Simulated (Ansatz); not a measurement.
# RuSi+ (doublet): the correlation ladder, def2-QZVPP

An exercise on one series of results from a longer session: the logs are not shown, and one member is left open.

Computed with Ansatz 0.2.0, Gaussian basis. Level: def2-QZVPP, core rule «outside noble gas», up to 9 orbitals frozen.

To be run: UHF; ROHF; CCSD(T) on UHF.

2 further runs of the same task are left out: 2 set aside as unsound or not needed. Runs told in other sessions of the task aren't counted.

### The geometry

The geometry is a PBE0/def2-TZVP stationary point (not a proven minimum) of the parent state, kept for this charge and spin. No spin-orbit coupling is included. Elements past krypton take def2 core potentials.

2 atoms, charge 1, spin multiplicity 2.

Atoms are counted from 1 here; the program's logs count them from 0.

Bond lengths: Ru1–Si2 2.032 Å.

Set-up of the first run:

The input, in.yaml:

```yaml
crystal:
  periodic: [false, false, false]
  atoms:
    - {symbol: Ru, position_ang: [0.000000, 0.000000, 0.000000]}
    - {symbol: Si, position_ang: [0.000000, 0.000000, 2.032000]}
basis:
  gaussian: {orbitals: "def2-QZVPP.json"}
total_charge: 1
magnetization: {spin_polarized: true, initial_magnetization: 1}
hamiltonian: {xc: hf}
output: {orbitals: {seedname: orbitals}}
```

Started as:

```
$ ansatz run in.yaml --threads 1 --pin off --events-out ev --progress --plain --max-ram 2816MiB --backend cpu
```

Steps of the session up to this table: UHF; ROHF; CCSD(T) on UHF.

One table of the session follows, with a row left open; its other results are not shown here.

It belongs to the step «Misses and costs». 

```
  method  from UCCSD(T) (kJ/mol)
    ROHF                       ?
     UHF                 +1004.6
    UMP2                  +129.9
   UCCSD                   +70.0
UCCSD(T)                       0
```

**Question.** Estimate the row for ROHF.

As computed: from UCCSD(T) (kJ/mol): +1116.2. In the column «from UCCSD(T) (kJ/mol)» it is the highest.

The program flags UCCSD(T) as in doubt (see the logs), so the zero of the table is itself unsure.

Limits of these values: The determinant of HF (⟨S²⟩ 2.16) is far from a pure spin state, so its energy mixes those of several spin states; that is harmless only where they are near-degenerate. The determinant of CCSD(T) (⟨S²⟩ 2.08) is far from a pure spin state, so its energy mixes those of several spin states; high orders of coupled cluster remove much of that, low ones don't. The program flags UCCSD(T) as in doubt, so the zero of the table is itself unsure. Warnings: spin contamination; coupled cluster took another determinant than the lowest.
